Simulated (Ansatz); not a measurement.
# H3NOTe (SMILES N[Te]O): single points off equilibrium

How do the functionals fare away from a minimum? The structure is a structure displaced at random from a GFN2-xTB minimum.

Computed with Ansatz 0.2.0, Gaussian basis. Level: single points in def2-TZVPP.

Correlated methods freeze the cores. Filled d shells of the heavier atoms are correlated. Core potentials replace the inner electrons past krypton, and spin-orbit coupling is left out. B3LYP uses VWN-RPA correlation.

## Step 1: Starting geometry

SMILES `N[Te]O`, 6 atoms, charge 0, spin multiplicity 1.

Atoms are counted from 1 here; the program's logs count them from 0.

Bond lengths: N1–Te2 1.774 Å, N1–H4 1.112 Å, N1–H5 1.117 Å, Te2–O3 2.147 Å, O3–H6 1.032 Å. Angles: Te2–N1–H4 117.8°, Te2–N1–H5 113.7°, H4–N1–H5 116.8°, N1–Te2–O3 96.2°, Te2–O3–H6 89.7°.

Geometry (Å):

```
N    -0.76330    0.49960   -0.44040
Te   -0.14360   -1.06420    0.12240
O     1.84840   -0.38510    0.54460
H    -0.48090    0.83080   -1.46400
H    -1.81060    0.71210   -0.11360
H     1.48960    0.14570    1.35320
```

## Step 2: CCSD(T)/def2-TZVPP

File run/in.yaml:

```yaml
crystal:
  periodic: [false, false, false]
  atoms:
    - {symbol: N, position_ang: [-0.763300, 0.499600, -0.440400]}
    - {symbol: Te, position_ang: [-0.143600, -1.064200, 0.122400]}
    - {symbol: O, position_ang: [1.848400, -0.385100, 0.544600]}
    - {symbol: H, position_ang: [-0.480900, 0.830800, -1.464000]}
    - {symbol: H, position_ang: [-1.810600, 0.712100, -0.113600]}
    - {symbol: H, position_ang: [1.489600, 0.145700, 1.353200]}
basis:
  gaussian: {orbitals: def2-TZVPP}
correlation: {method: ccsd_t}
output: {forces: true}
```

The command line of these runs was not kept.

## Step 3: PBE0-D4/def2-TZVPP

run/in.yaml: that of step 2 with these lines changed.

```diff
@@ -11,3 +11,3 @@
   gaussian: {orbitals: def2-TZVPP}
-correlation: {method: ccsd_t}
-output: {forces: true}
+hamiltonian: {xc: pbe0, dispersion: d4}
+output: {forces: true, orbitals: {seedname: orbitals}}
```

## Step 4: wB97M-V/def2-TZVPP

run/in.yaml: that of step 3 with these lines changed.

```diff
@@ -11,3 +11,3 @@
   gaussian: {orbitals: def2-TZVPP}
-hamiltonian: {xc: pbe0, dispersion: d4}
-output: {forces: true, orbitals: {seedname: orbitals}}
+hamiltonian: {xc: {name: wB97M-V}}
+output: {forces: true}
```

## Step 5: r2SCAN-D4/def2-TZVPP

run/in.yaml: that of step 4 with these lines changed.

```diff
@@ -11,3 +11,3 @@
   gaussian: {orbitals: def2-TZVPP}
-hamiltonian: {xc: {name: wB97M-V}}
+hamiltonian: {xc: r2scan, dispersion: d4}
 output: {forces: true}
```

## Step 6: PBE-D4/def2-TZVPP

run/in.yaml: that of step 5 with these lines changed.

```diff
@@ -11,3 +11,3 @@
   gaussian: {orbitals: def2-TZVPP}
-hamiltonian: {xc: r2scan, dispersion: d4}
+hamiltonian: {xc: pbe, dispersion: d4}
 output: {forces: true}
```

## Step 7: B3LYP-D4/def2-TZVPP

run/in.yaml: that of step 6 with these lines changed.

```diff
@@ -11,3 +11,3 @@
   gaussian: {orbitals: def2-TZVPP}
-hamiltonian: {xc: pbe, dispersion: d4}
+hamiltonian: {xc: {name: B3LYP}, dispersion: d4}
 output: {forces: true}
```

## Step 8: r2SCAN0-D4/def2-TZVPP

run/in.yaml: that of step 7 with these lines changed.

```diff
@@ -11,3 +11,3 @@
   gaussian: {orbitals: def2-TZVPP}
-hamiltonian: {xc: {name: B3LYP}, dispersion: d4}
+hamiltonian: {xc: {name: r2SCAN0}, dispersion: d4}
 output: {forces: true}
```

(Steps that only read results are left out.)

What does the calculation give? Wanted: energy less free atoms, CCSD(T)/def2-TZVPP; RMS force component; RMS force error; HOMO and LUMO, PBE0-D4; T1 diagnostic.

**Answer**, as computed:

| quantity | value |
| --- | --- |
| energy less free atoms, CCSD(T)/def2-TZVPP | -1526.1 kJ/mol |
| RMS force component | 3.423 to 3.549 eV/Å over the methods |
| RMS force error | PBE0-D4 0.107, wB97M-V 0.107, r2SCAN-D4 0.081, PBE-D4 0.277, B3LYP-D4 0.111, r2SCAN0-D4 0.218 eV/Å |
| HOMO and LUMO, PBE0-D4 | -5.71 and -1.50 eV |
| T1 diagnostic | 0.015 |

In words: Against CCSD(T) the functionals' energies less atoms differ by -158.3 to +19.6 kJ/mol, PBE-D4 by -158.3 kJ/mol. A larger basis would deepen the CCSD(T) value, while the functionals are nearly converged already, so the order here is not reliable. For forces r2SCAN-D4 does best and PBE-D4 worst. Frozen-core CCSD(T) forces in triple zeta carry basis errors of their own, and this is one geometry, so small gaps rank nothing.
